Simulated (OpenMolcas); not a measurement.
**W⁴⁺ among point charges: CASSCF and CASPT2 levels and susceptibility**

Aim: the splitting of the states of W⁴⁺ in the field of 5 point charges, its lowest levels with spin-orbit coupling and its magnetic susceptibility.

The numbers are computed with OpenMolcas 26.06 (state-averaged CASSCF and CASPT2, spin-orbit coupling by RASSI with atomic mean-field integrals), except any that are marked as measured or tabulated.

**1. Starting point**

```
Species                           : W⁴⁺ (tungsten, Z = 74, 70 electrons)
Basis                             : ANO-RCC-VDZP [7s6p4d2f1g], 68 functions
Scalar Hamiltonian                : DKH2, point nucleus
Inactive shells                   : 1s 2s 2p 3s 3p 3d 4s 4p 4d 4f 5s 5p
Active space                      : 2 electrons in 5 orbitals (5d)
Some configurations of this space : 5d2
Orbitals                          : optimised for each spin and parity, averaged over all roots
```

Outer shells as boxes (Hund's rule):

5d2
```
5d [↑ ][↑ ][  ][  ][  ]
```

The ion sits among 5 point charges of -1 e arranged as a square pyramid (C4v), 2.14 Å from the ion, with the axial distance 1.733 Å.

The work runs as a chain of OpenMolcas steps in one folder; each step below is one input file. Labels, J, g values, rates, χT and fits are worked out afterwards by a script from the matrices that RASSI stores.

**2. One- and two-electron integrals**

The input, a.inp:

```
&GATEWAY
Coord
1

W 0.0 0.0 0.0
Basis=ANO-RCC-VDZP
Group=NoSym
NoMove
AngMom=0.0 0.0 0.0
AMFI
XField
5 Angstrom 0
2.140000 0.000000 0.000000 -1.000000
0.000000 2.140000 0.000000 -1.000000
-2.140000 0.000000 0.000000 -1.000000
0.000000 -2.140000 0.000000 -1.000000
0.000000 0.000000 1.733400 -1.000000
&SEWARD
```

Command:

```sh
$ OMP_NUM_THREADS=1 MOLCAS_MEM=1689 MOLCAS_PROJECT=a pymolcas a.inp > a.log
```

The log of the run:

```text
Basis set label: W.ANO-RCC...7S6P4D2F1G.

      Electronic valence basis set:
      ------------------
      Associated Effective Charge  74.000000 au
      Associated Actual Charge     74.000000 au
      Nuclear Model: Point charge

      Shell  nPrim  nBasis  Cartesian Spherical Contaminant
         s      24       7        X
         p      21       6        X
         d      15       4                 X
         f      11       2                 X
         g       4       1                 X
                  Relativistic Douglas-Kroll-Hess integrals:
                    - DKH order of Hamiltonian: 2
                    - DKH order of Properties : 0
                  Atomic mean-field integrals
```

**3. Reference wave functions, triplets, 10 roots**

The input, a.inp:

```
&RASSCF
FileOrb=start.orb
Symmetry=1
Spin=3
nActEl=2 0 0
Inactive=34
Ras2=5
CIRoot=10 10 1
SDav=10
CIMx=300
Iter=120 100
PrWF=0.3
OrbListing=Nothing
MaxOrb=0
>>> COPY $Project.JobIph JOB001
```

start.orb holds the contracted functions of the basis, ordered by shell, or the orbitals of the step before.

The log of the run, shortened:

```text
[...]
      Number of active orbitals                  5
[...]
      Spin quantum number                      1.0
[...]
      Active orbitals                            5
[...]
      Number of CSFs                            10
      Number of root(s) required                10
[...]
      Convergence after 11 iterations
[...]
      Natural orbitals and occupation numbers for root  1
      sym 1:   0.065764   0.934236   0.000000   0.934236   0.065764
      Natural orbitals and occupation numbers for root  2
      sym 1:   0.984911   0.015089   0.015089   0.000000   0.984911
      Natural orbitals and occupation numbers for root  3
      sym 1:   0.984911  -0.000000   0.984911   0.015089   0.015089
::    RASSCF root number  1 Total energy: -16129.51920336
::    RASSCF root number  2 Total energy: -16129.51417053
::    RASSCF root number  3 Total energy: -16129.51417053
[...]
::    RASSCF root number  7 Total energy: -16129.47055655
::    RASSCF root number  8 Total energy: -16129.45006873
::    RASSCF root number  9 Total energy: -16129.45006873
::    RASSCF root number 10 Total energy: -16129.43297921
```

**4. CASSCF: singlets, 15 roots**

The input, a.inp:

```
&RASSCF
FileOrb=start.orb
Symmetry=1
Spin=1
nActEl=2 0 0
Inactive=34
Ras2=5
CIRoot=15 15 1
SDav=15
CIMx=300
Iter=120 100
PrWF=0.3
OrbListing=Nothing
MaxOrb=0
>>> COPY $Project.JobIph JOB002
```

The log of the run, shortened:

```text
[...]
      Number of active orbitals                  5
[...]
      Spin quantum number                      0.0
[...]
      Active orbitals                            5
[...]
      Number of CSFs                            15
      Number of root(s) required                15
[...]
      Convergence after  9 iterations
[...]
      Natural orbitals and occupation numbers for root  1
      sym 1:   0.245714   0.754286   0.245714  -0.000000   0.754286
      Natural orbitals and occupation numbers for root  2
      sym 1:   0.081101   0.918899   0.000000   0.081101   0.918899
      Natural orbitals and occupation numbers for root  3
      sym 1:   0.888837   0.000000   0.111163   0.111163   0.888837
::    RASSCF root number  1 Total energy: -16129.47244629
::    RASSCF root number  2 Total energy: -16129.46851707
::    RASSCF root number  3 Total energy: -16129.46048821
[...]
::    RASSCF root number 12 Total energy: -16129.41494087
::    RASSCF root number 13 Total energy: -16129.40968934
::    RASSCF root number 14 Total energy: -16129.40191693
::    RASSCF root number 15 Total energy: -16129.31465209
```

**5. State interaction with spin-orbit coupling**

The input, a.inp:

```
&RASSI
NrOfJobIphs=2 10 15
1 2 3 4 5 6 7 8 9 10
1 2 3 4 5 6 7 8 9 10 11 12 13 14 15
IphNames
JOB001
JOB002
EJob
SpinOrbit
DIPRint=1.0
SOCoupling=1000.0
Subsets=2
Property=9
'ANGMOM' 1 'ANGMOM' 2 'ANGMOM' 3 'MLTPL  1' 1 'MLTPL  1' 2 'MLTPL  1' 3
'AMFI' 1 'AMFI' 2 'AMFI' 3
SOProperty=3
'ANGMOM' 1 'ANGMOM' 2 'ANGMOM' 3
```

The log of the run:

```text
SPIN-FREE ENERGIES:
  (Shifted by EMIN (a.u.) =     -16129.5192033638)

 SF State       Relative EMIN(au)   Rel lowest level(eV)    D:o, cm**(-1)      L_eff

     1             0.0000000000        0.0000000000              0.0000         2.9
     2             0.0050328365        0.1369504581           1104.5799         3.0
     3             0.0050328365        0.1369504581           1104.5799         3.0
     4             0.0220677392        0.6004937760           4843.3089         3.0
     5             0.0250149074        0.6806903064           5490.1376         2.9
     6             0.0250149074        0.6806903064           5490.1376         2.9
    11             0.0467570701        1.2723246932          10261.9907         2.3
     7             0.0486468184        1.3237473644          10676.7425         3.0
    12             0.0506862979        1.3792444290          11124.3565         2.7
    13             0.0587151491        1.5977206012          12886.4857         2.5
    14             0.0587151491        1.5977206012          12886.4857         2.5
    15             0.0625044453        1.7008326023          13718.1401         3.0
     8             0.0691346370        1.8812493108          15173.2990         1.1
     9             0.0691346370        1.8812493108          15173.2990         1.1
    16             0.0805794078        2.1926773887          17685.1358         3.8
    17             0.0840597400        2.2873820520          18448.9804         3.8
    18             0.0840597400        2.2873820520          18448.9804         3.8
    10             0.0862241517        2.3462786965          18924.0139         1.1
    19             0.0918053086        2.4981497129          20148.9363         3.6
    20             0.0947449328        2.5781409605          20794.1092         3.8
    21             0.0947449328        2.5781409605          20794.1092         3.8
    22             0.1042624984        2.8371271141          22882.9734         3.5
    23             0.1095140261        2.9800284626          24035.5505         4.0
    24             0.1172864314        3.1915263860          25741.3963         3.4
    25             0.2045512742        5.5661237281          44893.8155         0.8
     Dipole printing threshold changed to   1.00000000E+00

++ Dipole transition strengths (spin-free states):
   -----------------------------------------------
     for osc. strength at least  1.00000000E+00

  ( Max oscillator strength is only    2.1509230795409013E-004 )
--
Eigenvalues of complex Hamiltonian:
   -----------------------------------
  (Shifted by EMIN (a.u.) =     -16129.5192033638)

 SO State       Relative EMIN(au)   Rel lowest level(eV)    D:o, cm**(-1)     J-value

     1            -0.0303083227        0.0000000000              0.0000         2.0
     2            -0.0276169276        0.0732365933            590.6930         1.1
     3            -0.0253676623        0.1344422200           1084.3496         1.9
     4            -0.0253676623        0.1344422201           1084.3496         1.9
     5            -0.0224366400        0.2141994005           1727.6347         1.2
     6             0.0037223809        0.9260226203           7468.8761         2.5
     7             0.0037223809        0.9260226203           7468.8761         2.5
     8             0.0039051518        0.9309960708           7508.9897         2.9
     9             0.0101953665        1.1021615327           8889.5323         2.4
    10             0.0137290379        1.1983176304           9665.0835         2.0
    11             0.0137290379        1.1983176303           9665.0835         2.0
    12             0.0161471958        1.2641190583          10195.8078         2.3
    13             0.0210200600        1.3967164484          11265.2779         3.2
    14             0.0326871262        1.7141934921          13825.9029         3.5
    15             0.0326871262        1.7141934922          13825.9029         3.5
    16             0.0354363467        1.7890035943          14429.2871         3.3
    17             0.0372743863        1.8390191983          14832.6901         1.6
    18             0.0374352195        1.8433956939          14867.9890         2.4
    19             0.0447102712        2.0413599345          16464.6782         1.8
    20             0.0469276814        2.1016987407          16951.3435         1.5
    21             0.0486766147        2.1492896409          17335.1900         1.5
    22             0.0517327083        2.2324501826          18005.9250         1.8
    23             0.0517327083        2.2324501823          18005.9250         1.8
    24             0.0540151492        2.2945585635          18506.8629         3.2
    25             0.0542546892        2.3010767806          18559.4359         2.8
    26             0.0542546892        2.3010767805          18559.4359         2.8
    27             0.0572930137        2.3837538006          19226.2710         1.8
    28             0.0624265461        2.5234443335          20352.9511         1.1
    29             0.0708209059        2.7518665026          22195.3002         1.2
    30             0.0708209059        2.7518665024          22195.3002         1.2
    31             0.0826505463        3.0737674163          24791.6061         2.6
    32             0.0848870388        3.1346254767          25282.4595         2.3
    33             0.0901173034        3.2769482276          26430.3699         3.6
    34             0.0901173034        3.2769482277          26430.3699         3.6
    35             0.0910254470        3.3016600728          26629.6844         3.6
    36             0.0946237342        3.3995744547          27419.4171         2.7
    37             0.0946237341        3.3995744537          27419.4171         2.7
    38             0.0957388463        3.4299182020          27664.1560         2.3
    39             0.1042144184        3.6605502676          29524.3290         2.0
    40             0.1073206884        3.7450761817          30206.0765         2.2
    41             0.1073206884        3.7450761808          30206.0765         2.2
Weights of the five most important spin-orbit-free states for each spin-orbit state.

 SO State  Total energy (au)           Spin-free states, spin, and weights
 -------------------------------------------------------------------------------------------------------
    1        -0.030308       1 1.0  0.5011    2 1.0  0.1360    3 1.0  0.1360    5 1.0  0.0847    6 1.0  0.0847
    2        -0.027617       2 1.0  0.3284    3 1.0  0.3284    4 1.0  0.1630   12 0.0  0.0721    6 1.0  0.0437
    3        -0.025368       1 1.0  0.3544    3 1.0  0.2334    4 1.0  0.1217    6 1.0  0.0880    2 1.0  0.0822
    4        -0.025368       1 1.0  0.3544    2 1.0  0.2334    4 1.0  0.1217    5 1.0  0.0880    3 1.0  0.0822
    5        -0.022437       3 1.0  0.2405    2 1.0  0.2405    5 1.0  0.1755    6 1.0  0.1755   11 0.0  0.1135
    6         0.003722       1 1.0  0.4511    4 1.0  0.2551    2 1.0  0.2013    5 1.0  0.0512    7 1.0  0.0158
    7         0.003722       1 1.0  0.4511    4 1.0  0.2551    3 1.0  0.2013    6 1.0  0.0512    7 1.0  0.0158
    8         0.003905       2 1.0  0.3840    3 1.0  0.3840    6 1.0  0.1145    5 1.0  0.1145   23 0.0  0.0022
    9         0.010195       3 1.0  0.2449    2 1.0  0.2449    7 1.0  0.1576    6 1.0  0.1379    5 1.0  0.1379
   10         0.013729       6 1.0  0.3066    7 1.0  0.1818    3 1.0  0.1651    4 1.0  0.1173    2 1.0  0.1143
   11         0.013729       5 1.0  0.3066    7 1.0  0.1818    2 1.0  0.1651    4 1.0  0.1173    3 1.0  0.1143
   12         0.016147       5 1.0  0.3395    6 1.0  0.3395    4 1.0  0.3196    8 1.0  0.0004    9 1.0  0.0004
```

These steps: 7.6 s of run time, 1 thread of Arm Neoverse V1, shared host.

Spin-free states:

| state | degeneracy | E (cm-1) | free-ion L (%) |
| --- | --- | --- | --- |
| triplet | 1 | 0 | F (96) |
| triplet | 2 | 1105 | F (99) |
| triplet | 1 | 4843 | F (100) |
| triplet | 2 | 5490 | F (97) |
| singlet | 1 | 10262 | D (89) |
| triplet | 1 | 10677 | F (100) |
| singlet | 1 | 11124 | D (71) |
| singlet | 2 | 12886 | D (78) |
| singlet | 1 | 13718 | D (56) |
| triplet | 2 | 15173 | P (97) |
| singlet | 1 | 17685 | G (89) |
| singlet | 2 | 18449 | G (90) |
| triplet | 1 | 18924 | P (96) |
| singlet | 1 | 20149 | G (81) |
| singlet | 2 | 20794 | G (88) |
| singlet | 1 | 22883 | G (71) |
| singlet | 1 | 24036 | G (100) |
| singlet | 1 | 25741 | G (69) |
| singlet | 1 | 44894 | S (92) |

With spin-orbit coupling:

| E (cm-1) | Degeneracy | 2S+1 | g |
| --- | --- | --- | --- |
| 0.0 | 1 | 3 |  |
| 590.7 | 1 | 3 |  |
| 1084 | 2 | 3 | 0.00 0.00 2.01 |
| 1728 | 1 | 3 |  |
| 7469 | 2 | 3 | 0.00 0.00 0.14 |
| 7509 | 1 | 3 |  |
| 8890 | 1 | 3 |  |
| 9665 | 2 | 3 | 0.00 0.00 3.48 |
| 10196 | 1 | 3 |  |
| 11265 | 1 | 3 |  |
| 13826 | 2 | 3 | 0.00 0.00 0.19 |
| 14429 | 1 | 3 |  |
| 14833 | 1 | 3 |  |
| 14868 | 1 | 3 |  |
| 16465 | 1 | 1 |  |
| 16951 | 1 | 1 |  |
| 17335 | 1 | 3 |  |
| 18006 | 2 | 1 | 0.00 0.00 1.47 |
| 18507 | 1 | 3 |  |
| 18559 | 2 | 3 | 0.00 0.00 5.72 |
| 19226 | 1 | 3 |  |
| 20353 | 1 | 3 |  |
| 22195 | 2 | 3 | 0.00 0.00 2.32 |
| 24792 | 1 | 3 |  |

Principal g values are given for doublets only; a zero marks a field direction without first-order Zeeman splitting.

Powder χT (cm³ K/mol): 0.00 at 2 K, 0.00 at 5 K, 0.00 at 10 K, 0.01 at 20 K, 0.01 at 50 K, 0.03 at 100 K, 0.04 at 150 K, 0.05 at 200 K, 0.07 at 250 K, 0.08 at 300 K.

Orbitals of the lowest block (energies include the constant potential of the surroundings):

| shell | space | energy (hartree) | mean occupation | ⟨r²⟩ (bohr²) |
| --- | --- | --- | --- | --- |
| 1s | inactive | -2563.9151 | 2.000 | 0.000431 |
| 2s | inactive | -448.2643 | 2.000 | 0.00704 |
| 2p | inactive | -393.6036 | 6.000 | 0.00582 |
| 3s | inactive | -105.7703 | 2.000 | 0.0460 |
| 3p | inactive | -89.1817 | 6.000 | 0.0466 |
| 3d | inactive | -69.3069 | 10.000 | 0.0390 |
| 4s | inactive | -23.2655 | 2.000 | 0.229 |
| 4p | inactive | -17.6957 | 6.000 | 0.259 |
| 4d | inactive | -10.3449 | 10.000 | 0.304 |
| 4f | inactive | -2.1639 | 14.000 | 0.443 |
| 5s | inactive | -3.7431 | 2.000 | 1.31 |
| 5p | inactive | -2.2142 | 6.000 | 1.71 |
| 5d | RAS2 |  | 2.000 | 3.43 |

(Part 1 of 2 ends here.)
